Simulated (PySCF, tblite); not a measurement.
# C8H9NSi: infrared bands and NMR shifts

Aim: predict the infrared bands and NMR shifts of C8H9NSi (`CC#C[Si@H]1CC=C(C#N)C1`).

Computed with tblite 0.8.0 and PySCF 2.14.0, with density-fitted response routines of our own, on a single molecule in the gas phase. Atoms are numbered from 0 throughout.

## (1) Starting geometry

19 atoms, charge 0, multiplicity 1; geometry from: GFN2-xTB.

Bonds of the start (Å): C0–C1 1.44, C1–C2 1.21, C2–Si3 1.84, Si3–C4 1.91, C4–C5 1.49, C5–C6 1.34, C6–C7 1.41, C7–N8 1.15, C6–C9 1.51, C9–Si3 1.91, C0–H10 1.09, C0–H11 1.09, C0–H12 1.09, Si3–H13 1.47, C4–H14 1.09, C4–H15 1.09, C5–H16 1.08, C9–H17 1.09, C9–H18 1.09.

## (2) Infrared spectrum with GFN2-xTB

Job settings and geometry (Å):

```
{"job": {"kind": "ir", "xc": "GFN2-xTB", "basis": "xTB"}, "charge": 0, "multiplicity": 1}
C      3.813083    -1.277011     0.780069
C      2.637037    -0.499628     0.468661
C      1.653973     0.148551     0.207988
Si     0.162930     1.140263    -0.222105
C     -0.740725     0.404373    -1.741258
C     -2.055715    -0.058423    -1.210006
C     -2.325101     0.124628     0.084913
C     -3.537265    -0.279789     0.675716
N     -4.517447    -0.597955     1.182457
C     -1.297527     0.789853     0.962277
H      3.567144    -2.055110     1.502332
H      4.583486    -0.632360     1.202590
H      4.199182    -1.743466    -0.126046
H      0.477180     2.566380    -0.357139
H     -0.902515     1.125007    -2.545040
H     -0.210349    -0.435528    -2.194160
H     -2.760215    -0.533027    -1.878994
H     -1.035528     0.131177     1.792048
H     -1.721431     1.691316     1.408236
```

**Question.** This job is followed by: GIAO PBE0/pcSseg-1 NMR shielding, non-relativistic, gas phase. What will the session give for the following? strongest single infrared mode (GFN2-xTB); zero-point energy (GFN2-xTB); ¹³C shifts against TMS (PBE0/pcSseg-1); ¹H shifts against TMS (PBE0/pcSseg-1, means over atoms taken as alike); ²⁹Si shifts against TMS (PBE0/pcSseg-1); ¹⁵N shifts against NH3 (PBE0/pcSseg-1).

As calculated:

| quantity | value |
| --- | --- |
| strongest single infrared mode (GFN2-xTB) | 2232 cm⁻¹, 370 km/mol |
| zero-point energy (GFN2-xTB) | 87.7 kcal/mol |
| ¹³C shifts against TMS (PBE0/pcSseg-1) | 158.0, 123.1, 121.4, 116.6, 83.3, 24.1, 24.0, 6.0 ppm |
| ¹H shifts against TMS (PBE0/pcSseg-1, means over atoms taken as alike) | 6.92, 4.92, 2.12, 1.99, 1.96, 1.96, 1.92 ppm |
| ²⁹Si shifts against TMS (PBE0/pcSseg-1) | -32.9 ppm |
| ¹⁵N shifts against NH3 (PBE0/pcSseg-1) | 316.6 ppm |

**Reading.** No mode is imaginary among the 51: a minimum at this level. The strongest single mode, at 2232 cm⁻¹, moves mainly H13. Unscaled tight-binding wavenumbers are off by several per cent, some by more. Its intensities can rank the bands wrongly. The most deshielded hydrogen is H16 (hydrogen on an alkene CH), at 6.92 ppm: olefinic region. At PBE0/pcSseg-1: The largest span, 419 ppm, is at N8, where the paramagnetic term is -389 ppm.
